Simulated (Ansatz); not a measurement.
# AsH2Na: the cost of one run

Method: def2-QZVPP, all electrons in the functionals, frozen cores in the correlation of double hybrids and RPA; program: Ansatz 0.2.0, Gaussian basis.

To be run: wB97M-V, B2PLYP, at charge 0, triplet; charge 0, singlet; charge 0, quintet; charge 1, doublet; charge 1, quartet.

10 further runs of the same task are left out: 1 that didn't finish, 9 set aside as unsound or not needed.

## 1. The geometry

The geometry is a PBE0/def2-TZVP stationary point (not a proven minimum). No spin-orbit coupling is included. The filled d shell of As may be among the frozen orbitals whatever the setting's name suggests; the logs give the count.

4 atoms, charge 0, spin multiplicity 3.

Atoms are counted from 1 here; the program's logs count them from 0.

Bond lengths: As1–H3 1.532 Å, As1–H4 1.525 Å. Angles: H3–As1–H4 91.2°.

No dispersion term is added; wB97M-V holds VV10 nonlocal correlation.

The geometry shown and the zero of energy belong to the point charge 0, triplet. The yardstick, RCCSD(T), and other wave-function levels (R restricted, U unrestricted, valence and pair active spaces) come from earlier runs.

## 2. wB97M-V, charge 0, triplet

Input file in.yaml:

```yaml
crystal:
  periodic: [false, false, false]
  atoms:
    - {symbol: As, position_ang: [0.000187, 0.340258, 0.535054]}
    - {symbol: Na, position_ang: [0.000139, 0.305919, -3.281665]}
    - {symbol: H, position_ang: [-0.000420, 0.530336, 2.055219]}
    - {symbol: H, position_ang: [0.000093, -1.176513, 0.691392]}
basis:
  gaussian: {orbitals: "def2-QZVPP.json"}
magnetization: {spin_polarized: true, initial_magnetization: 2}
hamiltonian: {xc: {name: wB97M-V}}
output: {orbitals: {seedname: orbitals}}
```

Launch:

```console
> ansatz run in.yaml --threads 1 --pin off --events-out ev --progress --plain --max-ram 2393MiB
```

What time and memory should one allow on 1 thread of AMD EPYC 7B13, shared host?

About 23 s, with a peak of 0.73 GiB.
